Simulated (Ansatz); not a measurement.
# SeTe: vertical and adiabatic energies of changing the electron count

Computed with the Python package of Ansatz (0.2.0).

Contents of `sete.xyz`:
```text
2

Te    0.00000    0.00000    0.00000
Se    0.00000    0.00000    2.43500
```

Typed at the interpreter:
```pycon
>>> import itertools
>>> import ansatz as az
>>> from ase.data import atomic_numbers, covalent_radii
>>> import numpy as np
>>> mol = az.Crystal.molecule_from_extxyz("sete.xyz")
>>> calculation = (
...     mol.calculation()
...     .basis(gaussian="def2-SVP")
...     .functional("pbe", dispersion="d3bj")
...     .spin("collinear", total=2)
... )
>>> symbols = [site.symbol for site in mol.cartesian_sites]
>>> start = np.array([site.position_ang for site in mol.cartesian_sites], dtype=float)
>>> summary = calculation.relax(force_tolerance=0.01).run(threads=1).report
>>> end = np.array(summary["positions_ang"])
>>> minimum = az.Crystal.molecule()
>>> for symbol, place in zip(symbols, end):
...     minimum = minimum.atom(symbol, place.tolist())
...
>>> ion = minimum.calculation()
>>> ion = ion.basis(gaussian="def2-SVP")
>>> ion = ion.functional("pbe", dispersion="d3bj").charge(1)
>>> ion = ion.spin("collinear", total=1)
>>> vertical = ion.run(threads=1).report
>>> settled = ion.relax(force_tolerance=0.01, max_steps=80).run(threads=1).report
>>> print(f"vertical ionisation energy   {vertical['free_energy_ev'] - summary['free_energy_ev']:.3f} eV")
vertical ionisation energy   8.570 eV
>>> print(f"adiabatic, no zero point     {settled['free_energy_ev'] - summary['free_energy_ev']:.3f} eV")
adiabatic, no zero point     8.522 eV
>>> print(f"relaxation energy of the ion {vertical['free_energy_ev'] - settled['free_energy_ev']:.3f} eV")
relaxation energy of the ion 0.048 eV
>>> ionised = np.array(settled["positions_ang"])
>>> # pairs closer than 1.2 times the sum of covalent radii, before or after
>>> radius = [covalent_radii[atomic_numbers[s]] for s in symbols]
>>> span = lambda where, i, j: np.linalg.norm(where[i] - where[j])
>>> bonded = [(i, j) for i, j in itertools.combinations(range(len(symbols)), 2) if min(span(end, i, j), span(ionised, i, j)) < 1.2 * (radius[i] + radius[j])]
>>> print("pair        before    after (A)")
pair        before    after (A)
>>> for i, j in bonded:
...     print(f"{symbols[i]}{i}-{symbols[j]}{j}".ljust(10), f"{span(end, i, j):8.4f} {span(ionised, i, j):8.4f}")
...
Te0-Se1      2.4033   2.3323
```

Caveats:
- The energies are electronic: no zero-point or thermal terms, and the basis set is short of its limit. The product may relax into another structure. Each relaxation finds its nearest minimum, which needn't be the lowest.
- def2 sets replace the cores of elements past krypton by effective core potentials.
- The run takes the species as open-shell (spin multiplicity 3), which needn't be its ground state.
- Only the spin states typed were run; another state of an ion can lie lower, by up to an eV or two.
- The spin state was assumed, and another may lie lower.
- Hardware and time: 18 s on 1 thread of AMD EPYC 7B13 (Zen 3), on a shared host, peak memory 0.2 GiB.
